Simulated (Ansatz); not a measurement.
Geometry optimisation, DFT PBE, scalar-relativistic, plane waves, PAW in Ansatz.

Input file:

```yaml
crystal:
  lattice:
    - [7.6044, 0.0, 0.0]
    - [-3.8022, 6.585604, 0.0]
    - [0.0, 0.0, 5.8126]
  atoms:
    - { symbol: Si, position: [0.768477, 0.174557, 0.125] }
    - { symbol: Si, position: [0.59392, 0.768477, 0.375] }
    - { symbol: Si, position: [0.825443, 0.59392, 0.125] }
    - { symbol: Si, position: [0.231523, 0.825443, 0.375] }
    - { symbol: Si, position: [0.40608, 0.231523, 0.125] }
    - { symbol: Si, position: [0.174557, 0.40608, 0.375] }
    - { symbol: "N", position: [0.0305, 0.33024, 0.125] }
    - { symbol: "N", position: [0.70026, 0.0305, 0.375] }
    - { symbol: "N", position: [0.66976, 0.70026, 0.125] }
    - { symbol: "N", position: [0.9695, 0.66976, 0.375] }
    - { symbol: "N", position: [0.29974, 0.9695, 0.125] }
    - { symbol: "N", position: [0.33024, 0.29974, 0.375] }
    - { symbol: "N", position: [0.6666667, 0.3333333, 0.125] }
    - { symbol: "N", position: [0.3333333, 0.6666667, 0.375] }
    - { symbol: Si, position: [0.768477, 0.174557, 0.625] }
    - { symbol: Si, position: [0.59392, 0.768477, 0.875] }
    - { symbol: Si, position: [0.825443, 0.59392, 0.625] }
    - { symbol: Si, position: [0.231523, 0.825443, 0.875] }
    - { symbol: Si, position: [0.40608, 0.231523, 0.625] }
    - { symbol: Si, position: [0.174557, 0.40608, 0.875] }
    - { symbol: "N", position: [0.0305, 0.33024, 0.625] }
    - { symbol: "N", position: [0.70026, 0.0305, 0.875] }
    - { symbol: "N", position: [0.66976, 0.70026, 0.625] }
    - { symbol: "N", position: [0.9695, 0.66976, 0.875] }
    - { symbol: "N", position: [0.29974, 0.9695, 0.625] }
    - { symbol: "N", position: [0.33024, 0.29974, 0.875] }
    - { symbol: "N", position: [0.6666667, 0.3333333, 0.625] }
    - { symbol: "N", position: [0.3333333, 0.6666667, 0.875] }
    - { symbol: O, position: [0.0122182, 0.0078042, 0.5038286], spin: 1.0 }
magnetization:
  spin_polarized: true
basis:
  ecutwfc: 420.0
kpoints:
  mp_grid: { grid: [2, 2, 3] }
hamiltonian:
  xc: pbe
  pseudopotentials: { kind: paw, azcp: { folder: soft_1 } }
scf:
  occupations: { method: gaussian, width: 0.02 }
  lower_state_search: "off"
relax:
  f_tol: 0.03
  max_steps: 60
  adjacent_minimum: "off"
```

Run as:

```bash
$ ansatz run input.yaml --threads 4 --pin off --max-ram 10240MiB --backend cpu --events-out ev --progress --plain --runs-dir out
```

Task: Where does it end, and by what steps?

Result: The forces met the threshold. The force dipped under the threshold on the way, but the program's further checks kept it going. Limits of this set-up: coarse k mesh, a small cell, in which the defect meets its images. After 6 steps the energy has fallen by 0.119 eV; O29 moved furthest, 0.69 Å.

| step | energy less start (eV) | largest force component (eV/Å) | accepted |
| --- | --- | --- | --- |
| 0 | 0.0000 | 0.621 | yes |
| 1 | -0.0775 | 0.239 | yes |
| 2 | -0.0910 | 0.241 | yes |
| 3 | -0.1092 | 0.051 | yes |
| 4 | -0.1185 | 0.020 | yes |
| 5 | -0.1163 | 0.081 | no |
| 6 | -0.1194 | 0.017 | yes |

```xyz
29
Lattice="7.6044 0.0000 0.0000 -3.8022 6.5856 0.0000 0.0000 0.0000 5.8126" Properties=species:S:1:pos:R:3
Si 5.171 1.143 0.702
Si 1.600 5.061 2.148
Si 4.035 3.907 0.702
Si -1.376 5.441 2.148
Si 2.208 1.541 0.702
Si -0.217 2.674 2.148
N -1.016 2.148 0.702
N 5.166 0.195 2.154
N 2.456 4.632 0.702
N 4.858 4.377 2.154
N -1.432 6.397 0.702
N 1.390 2.019 2.154
N 3.804 2.197 0.702
N 0.002 4.392 2.147
Si 5.171 1.138 3.609
Si 1.600 5.061 5.068
Si 4.038 3.909 3.608
Si -1.376 5.441 5.069
Si 2.204 1.543 3.609
Si -0.217 2.674 5.069
N -1.042 2.199 3.609
N 5.164 0.195 5.063
N 2.424 4.585 3.609
N 4.859 4.375 5.063
N -1.375 6.393 3.609
N 1.391 2.021 5.063
N 3.804 2.197 3.608
N 0.002 4.392 5.070
O -0.001 0.003 3.611
```

The run took 76 s on 4 threads of Arm Neoverse V1 (shared host), peak memory 0.97 GiB.
